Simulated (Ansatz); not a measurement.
# C2H9GeN: one species, many methods

One table from this session's results is given with a row withheld; the runs are named, their logs left out.

Computed with Ansatz 0.2.0, Gaussian basis. Level: functionals in def2-TZVPP, the program's frozen cores in correlated methods.

Plan: LDA (SPW92), PBE-D4, revPBE-D4, BLYP-D4, r2SCAN-D4, B97M-V, PBE0-D4, B3LYP-D4, r2SCANh-D4, r2SCAN0-D4, HSE06-D4, BHLYP-D4, CAM-B3LYP-D4, LC-ωPBE, ωB97X-V, ωB97M-V, B2PLYP, PBE-QIDH; CCSD(T)/def2-SVP; CCSD(T)/def2-TZVPP; MP2/def2-QZVPP; extrapolation to the limit; RPA on PBE.

### The relaxed structure

All runs share one geometry, relaxed beforehand with PBE0-D4 in a triple-zeta def2 set.

SMILES `C[NH][GeH2][CH3]`, 13 atoms, charge 0, spin multiplicity 1.

Atoms are counted from 1 here; the program's logs count them from 0.

Bond lengths: C1–N2 1.449 Å, C1–H5 1.094 Å, C1–H6 1.094 Å, C1–H7 1.101 Å, N2–Ge3 1.841 Å, N2–H8 1.010 Å, Ge3–C4 1.958 Å, Ge3–H9 1.540 Å, Ge3–H10 1.542 Å, C4–H11 1.091 Å, C4–H12 1.091 Å, C4–H13 1.092 Å. Angles: N2–C1–H5 110.4°, N2–C1–H6 109.5°, N2–C1–H7 115.0°, H5–C1–H6 106.8°, H5–C1–H7 107.6°, H6–C1–H7 107.3°, C1–N2–Ge3 118.7°, C1–N2–H8 111.9°, Ge3–N2–H8 113.3°, N2–Ge3–C4 113.8°, N2–Ge3–H9 106.2°, N2–Ge3–H10 106.2°, C4–Ge3–H9 110.5°, C4–Ge3–H10 109.2°, H9–Ge3–H10 110.9°, Ge3–C4–H11 110.4°, Ge3–C4–H12 110.5°, Ge3–C4–H13 110.3° and more.

Set-up of the first run:

The input, in.yaml:

```yaml
crystal:
  periodic: [false, false, false]
  atoms:
    - {symbol: C, position_ang: [-0.759683, 1.320025, -1.116412]}
    - {symbol: N, position_ang: [-1.131224, 0.713777, 0.145698]}
    - {symbol: Ge, position_ang: [0.174192, -0.112556, 1.147548]}
    - {symbol: C, position_ang: [1.120029, -1.536055, 0.191274]}
    - {symbol: H, position_ang: [-1.578525, 1.936497, -1.499721]}
    - {symbol: H, position_ang: [0.093199, 1.988049, -0.963182]}
    - {symbol: H, position_ang: [-0.479705, 0.608966, -1.908433]}
    - {symbol: H, position_ang: [-1.979319, 0.171102, 0.067916]}
    - {symbol: H, position_ang: [-0.533343, -0.678607, 2.392743]}
    - {symbol: H, position_ang: [1.178603, 0.990033, 1.538257]}
    - {symbol: H, position_ang: [1.588025, -1.141428, -0.712156]}
    - {symbol: H, position_ang: [0.428102, -2.330686, -0.092560]}
    - {symbol: H, position_ang: [1.900250, -1.963916, 0.823830]}
basis:
  gaussian: {orbitals: def2-TZVPP}
hamiltonian: {xc: lda}
output: {orbitals: {seedname: orbitals}}
```

Steps of the session up to this table: LDA; PBE-D4 (GGA); revPBE-D4 (GGA); BLYP-D4 (GGA); r2SCAN-D4 (meta-GGA); B97M-V (meta-GGA); PBE0-D4 (hybrid); B3LYP-D4 (hybrid); r2SCANh-D4 (hybrid); r2SCAN0-D4 (hybrid); HSE06-D4 (hybrid); BHLYP-D4 (hybrid); CAM-B3LYP-D4 (range-separated); LC-ωPBE-D4 (range-separated; the results give it without D4); ωB97X-V (range-separated); ωB97M-V (range-separated); B2PLYP (double hybrid); PBE-QIDH (double hybrid).

One table of the session follows, with a row left open; its other results are not shown here.

It belongs to the step «Frontier levels by functional». 

| functional | HOMO (eV) | LUMO (eV) | gap (eV) |
| --- | --- | --- | --- |
| LDA (SPW92) | -5.18 | -0.19 | 4.99 |
| PBE-D4 | -5.07 | 0.03 | 5.10 |
| revPBE-D4 | -5.02 | 0.13 | 5.16 |
| BLYP-D4 | -4.96 | 0.06 | 5.02 |
| r2SCAN-D4 | -5.34 | 0.55 | 5.88 |
| B97M-V | -5.50 | 0.18 | 5.67 |
| PBE0-D4 | -6.44 | 0.84 | 7.28 |
| B3LYP-D4 | -6.22 | 0.53 | 6.75 |
| r2SCANh-D4 | -5.85 | 0.81 | 6.66 |
| r2SCAN0-D4 | -6.63 | 1.19 | 7.82 |
| HSE06-D4 | -6.04 | 0.47 | 6.51 |
| BHLYP-D4 | -7.75 | 1.49 | 9.24 |
| CAM-B3LYP-D4 | -7.84 | 1.65 | 9.48 |
| LC-ωPBE | -9.19 | 2.92 | 12.11 |
| ωB97X-V | ? | ? | ? |
| ωB97M-V | -8.77 | 2.31 | 11.09 |

Q: Estimate the row for ωB97X-V from the others.

As computed: HOMO (eV): -8.86; LUMO (eV): 2.71; gap (eV): 11.56. In the column «HOMO (eV)» it lies between LC-ωPBE (-9.19) and ωB97M-V (-8.77).
